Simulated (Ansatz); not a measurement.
GdO, 2 atoms in the cell. Symmetry: Pm-3m, No. 221, cubic system. Conventional cell: a = 2.802 Å, b = 2.802 Å, c = 2.802 Å, α = 90.00°, β = 90.00°, γ = 90.00°. Gd (site symmetry m-3m) has 8 O at 2.43 Å as nearest neighbours. O (site symmetry m-3m) is surrounded by 8 Gd at 2.43 Å. The cell comes from a database or a generator and needn't be the stable form of this composition.

| Item | Value |
| --- | --- |
| Program | Ansatz 0.2.0 |
| Task | relaxation of cell and atoms |
| Functional | PBEsol |
| Potentials or basis | Ansatz PAW |
| Cutoff | 420 eV (not typed: the program's choice for these potentials) |
| k mesh | 9 × 9 × 9 |
| Occupations | fermi-dirac, width 0.05 eV |
| Spin | collinear spin, ferromagnetic start |
| Starting moments | [7.0, 0.0] μB |

Potentials or basis: Ansatz PAW.

Run with:

```sh
$ ansatz run input.yaml --threads 2 --pin off --max-ram 5632MiB --backend cpu --events-out ev --progress --plain --runs-dir out
```

Hardware: 2 threads of Intel(R) Xeon(R) Processor @ 2.70GHz, with other jobs on the host.

**Question.** How long does it take, and how much memory?

**Answer.** Run time: 24 s on 2 threads of Intel(R) Xeon(R) Processor @ 2.70GHz (shared host), peak memory 0.35 GiB. Counts: scf iterations 75, plane waves 485, k points 35, bands 20, ion steps 8.
